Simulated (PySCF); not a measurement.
**Pb2 (triplet) at other levels of theory**

Starting from one script, swap the method and compare what comes out for Pb2 (triplet).

The runs use PySCF 2.14.0; method and basis as typed in the scripts.

8 further runs of the same task are left out: 2 for a known fault of the program, 6 that didn't finish.

### Step 1. The starting structure

Pb2 (triplet): 2 atoms, charge 0, spin multiplicity 3.

Bond lengths: Pb1–Pb2 2.511 Å.

### Step 2. The run that the others are compared with

File input.py:

```python
from pyscf import gto, scf, mp

mol = gto.M(
    atom='Pb 0 0 0; Pb 0 0 2.511',
    basis='def2-svpd',
    ecp={'Pb': 'def2-svpd'},
    charge=0,
    spin=2,
    verbose=4,
)
mf = scf.UHF(mol)
mf.kernel()
mp.MP2(mf).kernel()
mf.dip_moment()
print('orbital energies (hartree):', [e[max(0, n-3):n+3].round(4) for e, n in zip(mf.mo_energy, mol.nelec)])
```

Command:

```
> OMP_NUM_THREADS=1 python input.py
```

### Step 3. Stability test

Run 1 changes step after the SCF: mp2 → stability.

input.py, as its differences from that of step 2:

```diff
@@ -1,2 +1,2 @@
-from pyscf import gto, scf, mp
+from pyscf import gto, scf
 
@@ -12,3 +12,3 @@
 mf.kernel()
-mp.MP2(mf).kernel()
+mf.stability(internal=True, external=True)
 mf.dip_moment()
```

### Step 4. Pbe (UKS)

Run 2 changes functional: none (Hartree–Fock) → pbe; SCF type: UHF → UKS; step after the SCF: mp2 → analyze.

input.py, as its differences from that of step 2:

```diff
@@ -1,2 +1,2 @@
-from pyscf import gto, scf, mp
+from pyscf import gto, dft
 
@@ -10,5 +10,5 @@
 )
-mf = scf.UHF(mol)
+mf = dft.UKS(mol, xc='pbe')
 mf.kernel()
-mp.MP2(mf).kernel()
+mf.mulliken_pop()
 mf.dip_moment()
```

Before running it: what results should come out? Wanted: for each run, E(SCF); from base; gap, α spin; after the SCF.

As calculated:

```tsv
run	E(SCF) (hartree)	from base (eV)	cycles	gap, α spin (eV)	after the SCF
base	-383.657295	0	9	7.27	MP2 correlation -5.039 eV
stability test	-383.657295	0.0000	9	7.27	stable
pbe (UKS)	-385.777328	not comparable	10	1.99	n/a
```

What this shows: A lower total energy from another functional means nothing by itself.
